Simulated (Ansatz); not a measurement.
**C2H8SSi2: one species, many methods**

An exercise on one series of results from a longer session: the logs are not shown, and one member is left open.

Method: functionals in def2-TZVPP, the program's frozen cores in correlated methods; program: Ansatz 0.2.0, Gaussian basis.

Plan: LDA (SPW92), PBE-D4, revPBE-D4, BLYP-D4, r2SCAN-D4, B97M-V, PBE0-D4, B3LYP-D4, r2SCANh-D4, r2SCAN0-D4, HSE06-D4, BHLYP-D4, CAM-B3LYP-D4, LC-ωPBE, ωB97X-V, ωB97M-V, B2PLYP, PBE-QIDH; CCSD(T)/def2-SVP; CCSD(T)/def2-TZVPP; MP2/def2-QZVPP; extrapolation to the limit; RPA on PBE.

## Structure used throughout

All runs share one geometry, relaxed beforehand with PBE0-D4 in a triple-zeta def2 set.

SMILES `SC1[SiH2]C[SiH2]1`, 13 atoms, charge 0, spin multiplicity 1.

Atoms are counted from 1 here; the program's logs count them from 0.

Bond lengths: S1–C2 1.794 Å, S1–H6 1.345 Å, C2–Si3 1.904 Å, C2–Si5 1.900 Å, C2–H7 1.096 Å, Si3–C4 1.890 Å, Si3–H8 1.488 Å, Si3–H9 1.486 Å, C4–Si5 1.891 Å, C4–H10 1.093 Å, C4–H11 1.089 Å, Si5–H12 1.485 Å, Si5–H13 1.489 Å. Angles: C2–S1–H6 98.7°, S1–C2–Si3 117.2°, S1–C2–Si5 122.2°, S1–C2–H7 110.9°, Si3–C2–Si5 86.3°, Si3–C2–H7 107.5°, Si5–C2–H7 110.0°, C2–Si3–C4 90.9°, C2–Si3–H8 115.2°, C2–Si3–H9 111.0°, C4–Si3–H8 116.8°, C4–Si3–H9 112.3°, H8–Si3–H9 109.5°, Si3–C4–Si5 86.9°, Si3–C4–H10 111.9°, Si3–C4–H11 117.7°, Si5–C4–H10 112.1°, Si5–C4–H11 117.9° and more.

The first run:

Contents of in.yaml:

```yaml
crystal:
  periodic: [false, false, false]
  atoms:
    - {symbol: S, position_ang: [-1.836750, 1.349613, 1.335887]}
    - {symbol: C, position_ang: [-0.920655, 0.562782, 0.008556]}
    - {symbol: Si, position_ang: [-0.537000, -1.293070, 0.195153]}
    - {symbol: C, position_ang: [1.181754, -1.043936, -0.550847]}
    - {symbol: Si, position_ang: [0.951502, 0.801299, -0.207916]}
    - {symbol: H, position_ang: [-1.603207, 2.633349, 1.010926]}
    - {symbol: H, position_ang: [-1.430445, 0.698773, -0.952405]}
    - {symbol: H, position_ang: [-1.458469, -2.206457, -0.532401]}
    - {symbol: H, position_ang: [-0.478637, -1.683501, 1.627640]}
    - {symbol: H, position_ang: [1.198249, -1.263823, -1.621176]}
    - {symbol: H, position_ang: [2.019057, -1.550368, -0.073359]}
    - {symbol: H, position_ang: [1.583789, 1.221884, 1.068589]}
    - {symbol: H, position_ang: [1.351211, 1.738755, -1.294047]}
basis:
  gaussian: {orbitals: def2-TZVPP}
hamiltonian: {xc: lda}
output: {orbitals: {seedname: orbitals}}
```

Steps of the session up to this table: LDA; PBE-D4 (GGA); revPBE-D4 (GGA); BLYP-D4 (GGA); r2SCAN-D4 (meta-GGA); B97M-V (meta-GGA); PBE0-D4 (hybrid); B3LYP-D4 (hybrid); r2SCANh-D4 (hybrid); r2SCAN0-D4 (hybrid); HSE06-D4 (hybrid); BHLYP-D4 (hybrid); CAM-B3LYP-D4 (range-separated); LC-ωPBE (range-separated); ωB97X-V (range-separated); ωB97M-V (range-separated); B2PLYP (double hybrid); PBE-QIDH (double hybrid).

One of the session's tables, all rows but one given; the rest of the session is left out.

It belongs to the step «Frontier levels by functional». 

```
  functional  HOMO (eV)  gap (eV)
 LDA (SPW92)      -5.48      4.01
      PBE-D4      -5.37      4.14
   revPBE-D4      -5.32      4.21
     BLYP-D4      -5.22      4.13
   r2SCAN-D4      -5.60      4.71
      B97M-V      -5.74      4.66
     PBE0-D4      -6.57      6.16
    B3LYP-D4      -6.34      5.73
  r2SCANh-D4      -6.05      5.43
  r2SCAN0-D4      -6.72      6.51
    HSE06-D4      -6.17      5.39
    BHLYP-D4      -7.65      8.06
CAM-B3LYP-D4      -7.90      8.44
     LC-ωPBE      -9.28     10.98
     ωB97X-V      -8.93     10.45
     ωB97M-V          ?         ?
```

Estimate the missing values for ωB97M-V.

As computed: HOMO (eV): -8.78; gap (eV): 9.98. In the column «HOMO (eV)» it lies between ωB97X-V (-8.93) and CAM-B3LYP-D4 (-7.90).
